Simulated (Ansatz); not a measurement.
# Na4Os: the cost of one run

Program: Ansatz 0.2.0. Level of theory: DFT PBE, scalar-relativistic, plane waves, PAW. These are calculated values, not measurements.

**1. The structure to begin with**

It takes space group P-43m (No. 215, cubic). Conventional cell: a = 4.727 Å, b = 4.727 Å, c = 4.727 Å, α = 90.00°, β = 90.00°, γ = 90.00°. Na (site symmetry 3m) is surrounded by 1 Os at 2.05 Å. Os (site symmetry -43m) is surrounded by 4 Na at 2.05 Å.

Structure file:

```xyz
5
Lattice="4.7274 0.0000 0.0000 0.0000 4.7274 0.0000 0.0000 0.0000 4.7274" Properties=species:S:1:pos:R:3 pbc="T T T"
Na    1.1819    1.1819    1.1819
Na    3.5456    3.5456    1.1819
Na    1.1819    3.5456    3.5456
Na    3.5456    1.1819    3.5456
Os    0.0000    0.0000    0.0000
```

A structure generator made this guess: species swapped into a database cell of SnI4 (P-43m, No. 215), with Os on the Sn sites and Na on the I sites. Its size is a rough estimate.

**2. The guess as it stands, on a coarse mesh**

input.yaml

```yaml
crystal:
  lattice:
    - [4.72740553, 0.0, 0.0]
    - [0.0, 4.72740553, 0.0]
    - [0.0, 0.0, 4.72740553]
  atoms:
    - { symbol: Na, position: [0.25, 0.25, 0.25] }
    - { symbol: Na, position: [0.75, 0.75, 0.25] }
    - { symbol: Na, position: [0.25, 0.75, 0.75] }
    - { symbol: Na, position: [0.75, 0.25, 0.75] }
    - { symbol: Os, position: [0.0, 0.0, 0.0] }
basis:
  ecutwfc: 420
kpoints:
  mp_grid: { grid: [4, 4, 4] }
hamiltonian:
  xc: pbe
scf:
  occupations: { method: gaussian, width: 0.1 }
  lower_state_search: "off"
output:
  forces: true
  stress: true
  eigenvalues: true
```

The run is started by

```console
> ansatz run input.yaml --threads 1 --pin off --max-ram 2048MiB --backend cpu --events-out ev --progress --plain --runs-dir out
```

What time and memory should one allow on 1 thread of Arm Neoverse V2, shared host?

About 2.3 s, with a peak of 0.3 GiB.
